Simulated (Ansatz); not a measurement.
**CHGe+ (triplet): from Hartree-Fock to the top rungs, cc-pVDZ**

How much of the correlation energy of CHGe+ (triplet) does each wave-function method recover here?

Program: Ansatz 0.2.0, Gaussian basis. Level of theory: cc-pVDZ, core rule «outside noble gas», up to 15 orbitals frozen. These are calculated values, not measurements.

To be run: UHF; CCSD(T) on ROHF; CCSD(T) on UHF; BCCD(T) on ROHF; CISD; CCSDT(Q) on ROHF; CCSDT(Q) on UHF; CCSDTQ on ROHF; CCSDTQ on UHF; CASSCF and MRCISD+Q, 8 electrons in 9 orbitals; CASSCF and NEVPT2, 8 electrons in 9 orbitals.

5 further runs of the same task are left out: 5 set aside as unsound or not needed.

## 1. What is computed

The geometry is a PBE0/def2-TZVP stationary point (not a proven minimum) of the parent state, kept for this charge and spin. No spin-orbit coupling is included. The filled d shell of Ge may be among the frozen orbitals whatever the setting's name suggests; the logs give the count.

3 atoms, charge 1, spin multiplicity 3.

Atoms are counted from 1 here; the program's logs count them from 0.

Bond lengths: Ge1–C2 1.947 Å, Ge1–H3 1.603 Å. Angles: C2–Ge1–H3 96.1°.

## 2. UHF

Input file in.yaml:

```yaml
crystal:
  periodic: [false, false, false]
  atoms:
    - {symbol: Ge, position_ang: [0.000000, -0.030607, 0.269863]}
    - {symbol: C, position_ang: [0.000000, 0.054648, -1.674902]}
    - {symbol: H, position_ang: [0.000000, 1.554553, 0.509831]}
basis:
  gaussian: {orbitals: cc-pVDZ}
total_charge: 1
magnetization: {spin_polarized: true, initial_magnetization: 2}
hamiltonian: {xc: hf}
output: {orbitals: {seedname: orbitals}}
```

Started as:

```sh
> ansatz run in.yaml --threads 1 --pin off --events-out ev --progress --plain --max-ram 4096MiB --backend cpu
```

After this run come: CCSD(T) on ROHF; CCSD(T) on UHF; BCCD(T) on ROHF; CISD; CCSDT(Q) on ROHF; CCSDT(Q) on UHF; CCSDTQ on ROHF; CCSDTQ on UHF; CASSCF and MRCISD+Q, 8 electrons in 9 orbitals; CASSCF and NEVPT2, 8 electrons in 9 orbitals.

Q: Predict the results of all the runs planned. Wanted: UCCSDTQ below the RHF energy; RMP2 from UCCSDTQ; UMP2 from UCCSDTQ; RCCSD from UCCSDTQ; RCCSD(T) from UCCSDTQ; UCCSD(T) from UCCSDTQ; RCCSDT(Q) from UCCSDTQ; UCCSDT(Q) from UCCSDTQ; NEVPT2 valence from UCCSDTQ.

The runs gave:

```
                         quantity                                                            value
     UCCSDTQ below the RHF energy                                                       -5.2483 eV
                RMP2 from UCCSDTQ                                                      +1580.1 meV
                UMP2 from UCCSDTQ                                                      +1540.7 meV
               RCCSD from UCCSDTQ                                                       +356.5 meV
            RCCSD(T) from UCCSDTQ                                                        +96.1 meV
            UCCSD(T) from UCCSDTQ                                                        +98.4 meV
           RCCSDT(Q) from UCCSDTQ                                                         +1.2 meV
           UCCSDT(Q) from UCCSDTQ                                                         -3.9 meV
      NEVPT2 valence from UCCSDTQ                                                       +597.6 meV
    MRCISD+Q valence from UCCSDTQ                                                        +12.6 meV
levels within 1 kcal/mol (43 meV)  RCCSDT, UCCSDT, RCCSDT(Q), UCCSDT(Q), RCCSDTQ, MRCISD+Q valence
                    T1 diagnostic                                                            0.076
   effectively unpaired electrons                                                             2.22
```

What this shows: RCCSD(T) misses by +96.1 meV, 1.8 % of the correlation energy. The occupations show some static correlation. Of the multireference levels listed MRCISD+Q valence comes nearest in total energy (+12.6 meV), which doesn't show that its space is the better one. Coupled cluster took another determinant than the lowest Hartree-Fock one. These misses are within one basis, not against nature; the frozen cores of restricted and unrestricted runs differ, which can shift their rows.
